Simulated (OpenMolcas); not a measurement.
# Au⁶⁺ among point charges: CASSCF and CASPT2 levels and susceptibility

Aim: the splitting of the states of Au⁶⁺ in the field of 4 point charges, its lowest levels with spin-orbit coupling and its magnetic susceptibility.

Program: OpenMolcas 26.06. Level of theory: state-averaged CASSCF and CASPT2, spin-orbit coupling by RASSI with atomic mean-field integrals. These are calculated values, not measurements, unless marked.

## (1) The system

| Quantity | Value |
| --- | --- |
| Species | Au⁶⁺ (gold, Z = 79, 73 electrons) |
| Basis | ANO-RCC-VTZP [8s7p5d3f1g], 84 functions |
| Scalar Hamiltonian | DKH2, point nucleus |
| Inactive shells | 1s 2s 2p 3s 3p 3d 4s 4p 4d 4f 5s 5p |
| Active space | 5 electrons in 5 orbitals (5d) |
| Some configurations of this space | 5d5 |
| Orbitals | optimised for each spin and parity, averaged over all roots |

Outer shells as boxes (Hund's rule):

5d5
```
5d [↑ ][↑ ][↑ ][↑ ][↑ ]
```

The ion sits among 4 point charges of -1.5 e arranged as a tetrahedron (Td), 2.13 Å from the ion.

The work runs as a chain of OpenMolcas steps in one folder; each step below is one input file. Labels, J, g values, rates, χT and fits are worked out afterwards by a script from the matrices that RASSI stores.

## (2) Basis and integrals

a.inp

```
&GATEWAY
Coord
1

Au 0.0 0.0 0.0
Basis=ANO-RCC-VTZP
Group=NoSym
NoMove
AngMom=0.0 0.0 0.0
AMFI
XField
4 Angstrom 0
1.229756 1.229756 1.229756 -1.500000
1.229756 -1.229756 -1.229756 -1.500000
-1.229756 1.229756 -1.229756 -1.500000
-1.229756 -1.229756 1.229756 -1.500000
&SEWARD
```

Command:

```sh
$ OMP_NUM_THREADS=1 MOLCAS_MEM=1689 MOLCAS_PROJECT=a pymolcas a.inp > a.log
```

## (3) Reference wave functions, sextets, 1 root

a.inp

```
&RASSCF
FileOrb=start.orb
Symmetry=1
Spin=6
nActEl=5 0 0
Inactive=34
Ras2=5
CIRoot=1 1 1
SDav=1
CIMx=300
Iter=120 100
PrWF=0.3
OrbListing=Nothing
MaxOrb=0
>>> COPY $Project.JobIph JOB001
```

start.orb holds the contracted functions of the basis, ordered by shell, or the orbitals of the step before.

## (4) Reference wave functions, quartets, 24 roots

a.inp

```
&RASSCF
FileOrb=start.orb
Symmetry=1
Spin=4
nActEl=5 0 0
Inactive=34
Ras2=5
CIRoot=24 24 1
SDav=24
CIMx=300
Iter=120 100
PrWF=0.3
OrbListing=Nothing
MaxOrb=0
>>> COPY $Project.JobIph JOB002
```

## (5) Reference wave functions, doublets, 75 roots

a.inp

```
&RASSCF
FileOrb=start.orb
Symmetry=1
Spin=2
nActEl=5 0 0
Inactive=34
Ras2=5
CIRoot=75 75 1
SDav=75
CIMx=300
Iter=120 100
PrWF=0.3
OrbListing=Nothing
MaxOrb=0
>>> COPY $Project.JobIph JOB003
```

## (6) RASSI: spin-orbit coupling between the states

a.inp

```
&RASSI
NrOfJobIphs=3 1 24 75
1
1 2 3 4 5 6 7 8 9 10 11 12 13 14 15 16 17 18 19 20 21 22 23 24
1 2 3 4 5 6 7 8 9 10 11 12 13 14 15 16 17 18 19 20 21 22 23 24 25 26 27
28 29 30 31 32 33 34 35 36 37 38 39 40 41 42 43 44 45 46 47 48 49 50 51
52 53 54 55 56 57 58 59 60 61 62 63 64 65 66 67 68 69 70 71 72 73 74 75
IphNames
JOB001
JOB002
JOB003
EJob
SpinOrbit
DIPRint=1.0
SOCoupling=1000.0
Subsets=2
Property=9
'ANGMOM' 1 'ANGMOM' 2 'ANGMOM' 3 'MLTPL  1' 1 'MLTPL  1' 2 'MLTPL  1' 3
'AMFI' 1 'AMFI' 2 'AMFI' 3
SOProperty=3
'ANGMOM' 1 'ANGMOM' 2 'ANGMOM' 3
```

## (7) CASPT2: IPEA 0.25, imaginary shift 0.1 (closed shells correlated: 4f 5s 5p)

a.inp

```
>>> COPY JOB001 $Project.JobIph
&CASPT2
Multistate=1 1
Frozen=23
IPEA=0.25
Imaginary=0.1
MaxIter=60
WThr=0.0 0.3 0.05
PrWF=0.5
NoMix
>>> COPY JOB002 $Project.JobIph
&CASPT2
Multistate=24 1 2 3 4 5 6 7 8 9 10 11 12 13 14 15 16 17 18 19 20 21 22
23 24
NoMult
Frozen=23
IPEA=0.25
Imaginary=0.1
MaxIter=60
WThr=0.0 0.3 0.05
PrWF=0.5
NoMix
>>> COPY JOB003 $Project.JobIph
&CASPT2
Multistate=75 1 2 3 4 5 6 7 8 9 10 11 12 13 14 15 16 17 18 19 20 21 22
23 24 25 26 27 28 29 30 31 32 33 34 35 36 37 38 39 40 41 42 43 44 45 46
47 48 49 50 51 52 53 54 55 56 57 58 59 60 61 62 63 64 65 66 67 68 69 70
71 72 73 74 75
NoMult
Frozen=23
IPEA=0.25
Imaginary=0.1
MaxIter=60
WThr=0.0 0.3 0.05
PrWF=0.5
NoMix
```

(Steps that only read results are left out.)

Q: Predict the outcome of this session. Wanted: spin-free ground state; lowest level; next level.

**Answer**, as computed:

| quantity | value |
| --- | --- |
| method | SS-CASPT2, IPEA 0.25, imaginary shift 0.1 (closed shells correlated: 4f 5s 5p) |
| spin-free ground state | 6A1, 1-fold in its orbital part |
| lowest level | 4-fold Γ8 |
| next level | 58.9 cm⁻¹ |
| χT at 300 K | 3.85 cm³ K/mol |
| effective moment at 300 K | 5.55 μB |

Cost by method:

| method | time of its own steps | time with the reference |
| --- | --- | --- |
| A. CASSCF | 33 s | 33 s |
| B. SS-CASPT2, IPEA 0.25, imaginary shift 0.1, +4f 5s 5p | 68 s | 1.7 min |

Times are of one thread on a shared host.

In words: The spin-free ground state (6A1) comes to 100 % from free-ion S terms and keeps the highest spin of the shell. χT at 300 K is 3.85, against 4.39 cm³ K/mol for the spin alone, so spin-orbit coupling lowers it. An active space of the d shell alone favours high spin; real ions in strong fields can be low spin. A ligand-field fit to the states below 45000 cm-1 gives 10Dq = 2797 cm-1, B = 779 cm-1 and C = 4226 cm-1 (C/B = 5.43), with a deviation of 222 cm-1. CASPT2 does not keep the components of a term degenerate, and the means are used. The field of point charges can differ much from that of real complexes. Point charges carry no covalency, so the field is a model and not that of real ligands.
